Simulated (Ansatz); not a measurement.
# Ge (bcc type): the cost of one run

Computed with Ansatz 0.2.0 (DFT, LDA, all-electron LAPW, scalar-relativistic, unless a step's input says otherwise).

This is Ge in the bcc structure; at room conditions it is diamond.

## Step 1: The structure to begin with

It takes space group Im-3m (No. 229, cubic). Conventional cell: a = 2.635 Å, b = 2.635 Å, c = 2.635 Å, α = 90.00°, β = 90.00°, γ = 90.00°. Ge (site symmetry m-3m) has 8 Ge at 2.28 Å as nearest neighbours.

Structure file:

```cif
data_structure
_symmetry_space_group_name_H-M 'P 1'
_symmetry_Int_Tables_number 1
_cell_length_a 2.2823
_cell_length_b 2.2823
_cell_length_c 2.2823
_cell_angle_alpha 109.471
_cell_angle_beta 109.471
_cell_angle_gamma 109.471
_cell_volume 9.15
loop_
_atom_site_label
_atom_site_type_symbol
_atom_site_fract_x
_atom_site_fract_y
_atom_site_fract_z
_atom_site_occupancy
Ge1 Ge 0.00000 0.00000 0.00000 1
```

## Step 2: Bcc relaxed under pressure, LAPW

input.yaml reads:

```yaml
crystal:
  lattice:
    - [-1.3176984478, 1.3176984478, 1.3176984478]
    - [1.3176984478, -1.3176984478, 1.3176984478]
    - [1.3176984478, 1.3176984478, -1.3176984478]
  atoms:
    - { symbol: Ge, position: [0.0, 0.0, 0.0] }
kpoints:
  mp_grid: { grid: [20, 20, 20] }
scf:
  occupations: { method: fermi_dirac, width: 0.1 }
hamiltonian:
  xc: lda
  pseudopotentials: { kind: all_electron, lapw: { basis_error: 0.0005 } }
output:
  forces: true
  stress: true
  eigenvalues: true
relax:
  f_tol: 0.005
  max_steps: 12
  cell: { p_target: 240.0, stress_tol: 0.12 }
```

Launch:

```
$ ansatz run input.yaml --threads 1 --pin off --max-ram 3584MiB --backend cpu --events-out ev --progress --plain --runs-dir out
```

**Question.** How long does this run take on 1 thread of Arm Neoverse V2, shared host, and how much memory does it need?

About 46 s, with a peak of 0.44 GiB.
